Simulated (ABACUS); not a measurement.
A run of ABACUS 3.10.1:

The input run_abacus.py:

```python
"""ABACUS run from a structure file: ASE reads it, the script writes STRU, KPT and INPUT."""
import re
import subprocess
from ase.io import read
from ase.units import Bohr

atoms = read("POSCAR")
atoms = atoms[(-atoms.numbers).argsort(kind="stable")]  # ABACUS lists atoms element by element
pseudo = {'Tl': 'Tl_ONCV_PBE-1.2.upf', 'Ba': 'Ba_ONCV_PBE-1.2.upf', 'V': 'V_ONCV_PBE-1.2.upf', 'O': 'O_ONCV_PBE-1.2.upf'}
orbital = {'Tl': 'Tl_confined-atom_8au_2s2p2d.orb', 'Ba': 'Ba_confined-atom_9au_3s2p2d.orb', 'V': 'V_confined-atom_7au_3s2p2d1f.orb', 'O': 'O_confined-atom_6au_2s2p1d.orb'}
magmoms = [0.0, 0.0, 0.0, 0.0, 0.0, 0.0, 0.0, 2.0, 2.0, 2.0, 0.0, 0.0, 0.0, 0.0, 0.0, 0.0, 0.0, 0.0, 0.0, 0.0, 0.0, 0.0]
kmesh = [3, 3, 3]
params = {
    'suffix': 'Ba2Tl5V3O12',
    'calculation': 'scf',
    'basis_type': 'lcao',
    'pseudo_dir': './',
    'orbital_dir': './',
    'symmetry': 1,
    'dft_functional': 'pbesol',
    'ecutwfc': 100,
    'pseudo_rcut': 7,
    'nspin': 2,
    'nbands': 127,
    'ks_solver': 'genelpa',
    'smearing_method': 'fd',
    'smearing_sigma': 0.00367493,
    'scf_thr': 1e-07,
    'scf_nmax': 100,
    'mixing_type': 'broyden',
    'mixing_beta': 0.4,
    'cal_force': 1,
    'cal_stress': 1,
    'out_mul': 1,
    'out_chg': 1,
}

symbols = atoms.get_chemical_symbols()
elements = list(dict.fromkeys(symbols))
lines = ["ATOMIC_SPECIES"] + [f"{e} {atoms.get_masses()[symbols.index(e)]:.4f} {pseudo[e]}" for e in elements]
if orbital:
    lines += ["", "NUMERICAL_ORBITAL"] + [orbital[e] for e in elements]
lines += ["", "LATTICE_CONSTANT", f"{1 / Bohr:.10f}", "", "LATTICE_VECTORS"]
lines += [" ".join(f"{x:.10f}" for x in v) for v in atoms.cell]
lines += ["", "ATOMIC_POSITIONS", "Direct"]
for e in elements:
    lines += ["", e, "0.0", str(symbols.count(e))]
    for i, p in enumerate(atoms.get_scaled_positions(wrap=False)):
        if symbols[i] == e:
            mag = "" if magmoms is None else " mag " + " ".join(str(x) for x in (magmoms[i] if isinstance(magmoms[i], list) else [magmoms[i]]))
            lines.append(" ".join(f"{x:.10f}" for x in p) + " 1 1 1" + mag)
open("STRU", "w").write("\n".join(lines) + "\n")
open("KPT", "w").write("K_POINTS\n0\nGamma\n%d %d %d 0 0 0\n" % tuple(kmesh))
open("INPUT", "w").write("INPUT_PARAMETERS\n" + "".join(f"{k:<20s}{v}\n" for k, v in params.items()))

done = subprocess.run(['mpirun', '-np', '8', 'abacus'])
if done.returncode:
    raise SystemExit(done.returncode)
log = open("OUT.Ba2Tl5V3O12/running_scf.log").read()
print("final energy (eV):", re.findall(r"FINAL_ETOT_IS (\S+)", log))
```

The input POSCAR:

```
Ba2Tl5V3O12
1.0
    8.1542100000      0.0000000000      0.0000000000
   -4.0771100000      7.0617600000      0.0000000000
    0.0000000000      0.0000000000      6.9212800000
Ba V Tl O
2 3 5 12
Direct
    0.0000000000      0.0000000000      0.2355200000
    0.0000000000      0.0000000000      0.7644800000
    0.5000000000      0.0000000000      0.0000000000
    0.0000000000      0.5000000000      0.0000000000
    0.5000000000      0.5000000000      0.0000000000
    0.5000000000      0.0000000000      0.5000000000
    0.0000000000      0.5000000000      0.5000000000
    0.5000000000      0.5000000000      0.5000000000
    0.3333300000      0.6666700000      0.2248900000
    0.6666700000      0.3333300000      0.7751100000
    0.3389000000      0.3433400000      0.8144400000
    0.6566600000      0.9955600000      0.8144400000
    0.0044400000      0.6611000000      0.8144400000
    0.3433400000      0.3389000000      0.1855600000
    0.9955600000      0.6566600000      0.1855600000
    0.6611000000      0.0044400000      0.1855600000
    0.6611000000      0.6566600000      0.1855600000
    0.3433400000      0.0044400000      0.1855600000
    0.9955600000      0.3389000000      0.1855600000
    0.6566600000      0.6611000000      0.8144400000
    0.0044400000      0.3433400000      0.8144400000
    0.3389000000      0.9955600000      0.8144400000
```

Potentials or basis: SG15 ONCV 1.2 PBE, DZP LCAO (the cutoffs set its grid).

Run with:

```console
$ OMP_NUM_THREADS=1 python run_abacus.py > log
```

Hardware: 8 MPI ranks on Intel(R) Xeon(R) 6975P-C (Granite Rapids) (shared host).

Question: How long does it take, and how much memory?

Answer: Wall time 83 s on 8 MPI ranks on Intel(R) Xeon(R) 6975P-C (Granite Rapids) (shared host), peak memory 2.5 GiB a rank. Counts: scf iterations 23, k points 14, bands 127, basis 362, ranks 8.
